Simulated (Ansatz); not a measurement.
# Mg2H3: the cost of one run

Computed with Ansatz 0.2.0 (DFT PBE, scalar-relativistic, plane waves, PAW, unless a step's input says otherwise).

## (1) The structure to begin with

It takes space group R-3m (No. 166, trigonal). The conventional cell has a = 3.038 Å, b = 3.038 Å, c = 21.127 Å, α = 90.00°, β = 90.00°, γ = 120.00°. Mg (site symmetry 3m) has 6 H at 2.13 to 2.25 Å as nearest neighbours. H (site symmetry -3m) has 6 Mg at 2.25 Å as nearest neighbours. H (site symmetry 3m) has 3 Mg at 2.13 Å as nearest neighbours.

Structure file:

```
Mg H
1.0
     1.51920    0.87711    7.04228
    -1.51920    0.87711    7.04228
     0.00000   -1.75423    7.04228
Mg H
2 3
Direct
  0.40000 0.40000 0.40000
  0.60000 0.60000 0.60000
  0.00000 0.00000 0.00000
  0.20950 0.20950 0.20950
  0.79050 0.79050 0.79050
```

This is candidate A: tetradymite type (R-3m, No. 166).

(A quick probe on a coarse mesh, which set the mesh and smearing, is not shown.)

## (3) Rough relaxation on the coarse mesh (candidate A)

The input, input.yaml:

```yaml
crystal:
  lattice:
    - [1.519203981, 0.8771128273, 7.0422810765]
    - [-1.519203981, 0.8771128273, 7.0422810765]
    - [0.0, -1.7542256547, 7.0422810765]
  atoms:
    - { symbol: Mg, position: [0.4, 0.4, 0.4] }
    - { symbol: Mg, position: [0.6, 0.6, 0.6] }
    - { symbol: H, position: [0.0, 0.0, 0.0] }
    - { symbol: H, position: [0.2095, 0.2095, 0.2095] }
    - { symbol: H, position: [0.7905, 0.7905, 0.7905] }
basis:
  ecutwfc: 420
kpoints:
  mp_grid: { grid: [6, 6, 6] }
hamiltonian:
  xc: pbe
scf:
  occupations: { method: gaussian, width: 0.1 }
  lower_state_search: "off"
output:
  forces: true
  stress: true
  eigenvalues: true
relax:
  adjacent_minimum: "off"
  f_tol: 0.04
  max_steps: 70
  cell: { stress_tol: 0.4 }
```

Started as:

```
$ ansatz run input.yaml --threads 1 --pin off --max-ram 2560MiB --backend cpu --events-out ev --progress --plain --runs-dir out
```

What time and memory should one allow on 1 thread of Arm Neoverse V1, shared host?

About 12 s, with a peak of 0.31 GiB.
